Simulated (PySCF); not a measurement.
**C6H6FN: electronic excitations at several levels of theory**

Computed with PySCF 2.14.0, with density-fitted response routines of our own, on a single molecule in the gas phase. Atoms count from 0, in the outputs and in this text.

## 1. Starting geometry

14 atoms, charge 0, multiplicity 1; geometry from: GFN2-xTB.

Bonds of the start (Å): N0–C1 1.37, C1–C2 1.40, C2–C3 1.38, C3–C4 1.38, C4–C5 1.39, C5–C6 1.38, C6–F7 1.36, C6–C1 1.40, N0–H8 1.01, N0–H9 1.01, C2–H10 1.08, C3–H11 1.08, C4–H12 1.08, C5–H13 1.08.

## 2. Relaxing the molecule at PBE0-D3(BJ)/def2-SVP

Job settings and geometry (Å):

```
{"job": {"xc": "PBE0", "basis": "def2-SVP", "d3": "d3bj", "grid": 2, "kind": "geom"}, "charge": 0, "multiplicity": 1}
N     -2.104300    -0.651330     0.170880
C     -0.743480    -0.458400     0.196310
C      0.136080    -1.430920     0.672990
C      1.503500    -1.240180     0.616840
C      2.034970    -0.076170     0.088300
C      1.184820     0.909520    -0.386970
C     -0.175130     0.706030    -0.328320
F     -1.014450     1.677520    -0.784130
H     -2.669580     0.172160     0.040450
H     -2.478840    -1.341060     0.799970
H     -0.271600    -2.341500     1.087120
H      2.160160    -2.010370     0.992050
H      3.102490     0.068900     0.047320
H      1.562170     1.831930    -0.799190
```

Q: Estimate the wall time of this first job on 8 threads of Intel Xeon 6975P-C (Granite Rapids), shared host.

About 39 s.
